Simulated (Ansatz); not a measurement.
# K2Si4O9: the cost of one run

Method: DFT, PBE, plane-wave PAW, default files, scalar-relativistic, as far as a step names no other, in Ansatz 0.2.0.

## (1) The system as given

Symmetry: P-1, No. 2, triclinic system. The conventional cell has a = 4.939 Å, b = 8.346 Å, c = 12.124 Å, α = 71.14°, β = 89.68°, γ = 89.08°. K (site symmetry 1) has 5 O at 2.66 to 2.92 Å as nearest neighbours. K (site symmetry 1) is surrounded by 7 O at 2.67 to 3.18 Å. Around Si (site symmetry 1) lie 4 O at 1.56 to 1.65 Å. Si (site symmetry 1) is surrounded by 4 O at 1.61 to 1.62 Å. Around Si (site symmetry 1) lie 4 O at 1.56 to 1.66 Å. O (site symmetry 1) is surrounded by 2 Si at 1.61 to 1.62 Å. O (site symmetry 1) is surrounded by 2 Si at 1.62 to 1.65 Å. Only part of the 15 independent sites is listed.

Coordinates:

```xyz
30
Lattice="4.9389 0.0000 0.0000 0.1345 8.3453 0.0000 0.0675 3.9185 11.4732" Properties=species:S:1:pos:R:3 pbc="T T T"
K     3.7702    6.2601    3.9885
K     1.3708    6.0038    7.4847
K     1.3039    8.3534    1.5920
K     3.8371    3.9105    9.8812
Si    3.5989    3.7036    6.3563
Si    1.0822    4.2634    1.6755
Si    1.0945    3.2301    4.5815
Si    1.5421    8.5602    5.1169
Si    4.0465    9.0337    6.8917
Si    4.0587    8.0005    9.7977
Si    3.5831    5.8462    0.7238
Si    1.5579    6.4176   10.7494
O     3.6636    8.2504    8.2499
O     4.5145    3.6188    4.9843
O     2.0337    5.4092    1.0640
O     1.4774    4.0135    3.2233
O     2.0567    3.7383    5.7744
O     0.6265    8.6451    6.4889
O     3.0843    8.5255    5.6988
O     3.9069    9.3972   10.6082
O     3.1073    6.8547   10.4092
O     1.2341    2.8667    0.8651
O     4.4906    4.7868    1.6144
O     1.2298    1.6419    4.3187
O     0.6504    7.4771    9.8588
O     3.8762    4.9465    7.2633
O     3.9112   10.6220    7.1545
O     1.2648    7.3174    4.2099
O     1.3127    4.9126   10.4101
O     3.8283    7.3513    1.0631
```

## (2) Gradients at the starting positions

input.yaml reads:

```yaml
crystal:
  lattice:
    - [4.9389048056, 0.0, 0.0]
    - [0.1345491764, 8.3453360826, 0.0]
    - [0.0675217786, 3.9185192812, 11.4732111576]
  atoms:
    - { symbol: K, position: [0.74262019, 0.58689729, 0.34763645] }
    - { symbol: K, position: [0.25737981, 0.41310271, 0.65236355] }
    - { symbol: K, position: [0.23661556, 0.93581064, 0.13875617] }
    - { symbol: K, position: [0.76338444, 0.06418936, 0.86124383] }
    - { symbol: Si, position: [0.71610428, 0.18366377, 0.55401099] }
    - { symbol: Si, position: [0.20507994, 0.44230051, 0.14603894] }
    - { symbol: Si, position: [0.21071477, 0.1995571, 0.39932196] }
    - { symbol: Si, position: [0.28389572, 0.81633623, 0.44598901] }
    - { symbol: Si, position: [0.78928523, 0.8004429, 0.60067804] }
    - { symbol: Si, position: [0.79492006, 0.55769949, 0.85396106] }
    - { symbol: Si, position: [0.70634779, 0.67091696, 0.06308309] }
    - { symbol: Si, position: [0.29365221, 0.32908304, 0.93691691] }
    - { symbol: O, position: [0.71421832, 0.65099088, 0.71905485] }
    - { symbol: O, position: [0.90186625, 0.22964322, 0.43442641] }
    - { symbol: O, position: [0.39403142, 0.60462689, 0.09273529] }
    - { symbol: O, position: [0.28578168, 0.34900912, 0.28094515] }
    - { symbol: O, position: [0.40377729, 0.2116323, 0.50329452] }
    - { symbol: O, position: [0.09813375, 0.77035678, 0.56557359] }
    - { symbol: O, position: [0.59622271, 0.7883677, 0.49670548] }
    - { symbol: O, position: [0.7595477, 0.69189513, 0.92460245] }
    - { symbol: O, position: [0.60596858, 0.39537311, 0.90726471] }
    - { symbol: O, position: [0.2404523, 0.30810487, 0.07539755] }
    - { symbol: O, position: [0.8934795, 0.50751552, 0.14071001] }
    - { symbol: O, position: [0.24331185, 0.01999664, 0.37641828] }
    - { symbol: O, position: [0.1065205, 0.49248448, 0.85928999] }
    - { symbol: O, position: [0.76812498, 0.29546828, 0.63306783] }
    - { symbol: O, position: [0.75668815, 0.98000336, 0.62358172] }
    - { symbol: O, position: [0.23187502, 0.70453172, 0.36693217] }
    - { symbol: O, position: [0.24894555, 0.16262812, 0.90733696] }
    - { symbol: O, position: [0.75105445, 0.83737188, 0.09266304] }
kpoints:
  mp_grid: { grid: [5, 3, 2] }
scf:
  occupations: { method: fermi_dirac, width: 0.02 }
hamiltonian:
  xc: pbe
  pseudopotentials: { kind: paw }
output:
  forces: true
  stress: true
  populations: true
  efg:
    quadrupole_moments_barn: { K: 0.0603, O: -0.02558 }
    contact_densities: true
```

Started as:

```sh
$ ansatz run input.yaml --threads 1 --pin off --max-ram 2560MiB --backend cpu --events-out ev --progress --plain --runs-dir out
```

What time and memory should one allow on 1 thread of Intel Xeon Platinum 8375C at 2.90GHz (Ice Lake), shared host?

About 96 s, with a peak of 1.1 GiB.
